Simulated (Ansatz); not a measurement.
# CH5AlSSi: the cost of one run

Computed with Ansatz 0.2.0, Gaussian basis. Level: the settings change from run to run.

### Step 1. The molecule

The structure was relaxed beforehand with PBE0-D4 in a triple-zeta def2 set.

9 atoms, charge 0, spin multiplicity 1.

Atoms are counted from 1 here; the program's logs count them from 0.

Bond lengths: Al1–C2 1.961 Å, Al1–S4 2.430 Å, Al1–H5 1.583 Å, Al1–H6 1.586 Å, C2–Si3 1.817 Å, C2–H7 1.086 Å, Si3–S4 2.131 Å, Si3–H8 1.478 Å, Si3–H9 1.476 Å. Angles: C2–Al1–S4 51.9°, C2–Al1–H5 118.7°, C2–Al1–H6 115.8°, S4–Al1–H5 109.7°, S4–Al1–H6 110.7°, H5–Al1–H6 124.7°, Al1–C2–Si3 109.0°, Al1–C2–H7 129.4°, Si3–C2–H7 120.4°, C2–Si3–S4 59.1°, C2–Si3–H8 120.8°, C2–Si3–H9 120.2°, S4–Si3–H8 113.4°, S4–Si3–H9 117.4°, H8–Si3–H9 114.1° and more.

### Step 2. wB97M-V/aug-cc-pVTZ

Set apart from the defaults: charge +1, multiplicity 2, atoms shaken by 0.03 Å, density fitting with def2-universal-jkfit, a point charge of -1.00 e beside it.

Contents of in.yaml:

```yaml
crystal:
  periodic: [false, false, false]
  atoms:
    - {symbol: Al, position_ang: [-0.440459, 1.435847, -0.675605]}
    - {symbol: C, position_ang: [0.870754, -0.083447, -0.277199]}
    - {symbol: Si, position_ang: [0.218862, -1.094271, 0.973423]}
    - {symbol: S, position_ang: [-0.707204, -0.973015, -0.898090]}
    - {symbol: H, position_ang: [-0.449447, 2.077915, -2.162418]}
    - {symbol: H, position_ang: [-1.162345, 1.953909, 0.601796]}
    - {symbol: H, position_ang: [1.698332, -0.294639, -0.947088]}
    - {symbol: H, position_ang: [0.802259, -2.445250, 1.215784]}
    - {symbol: H, position_ang: [-0.502031, -0.503669, 2.157123]}
basis:
  gaussian: {orbitals: aug-cc-pVTZ, fitting: {mean_field: def2-universal-jkfit}, point_charges: [{charge: -1.00, position_ang: [5.358, 0.670, 0.749]}]}
total_charge: 1
magnetization: {spin_polarized: true, initial_magnetization: 1}
hamiltonian: {xc: {name: wB97M-V}}
```

Started as:

```
> ansatz run in.yaml --threads 2 --pin off --events-out ev --progress --plain --max-ram 4352MiB
```

What time and memory should one allow on 2 threads of Intel Xeon 6975P-C, shared host?

About 37 s, with a peak of 1.3 GiB.
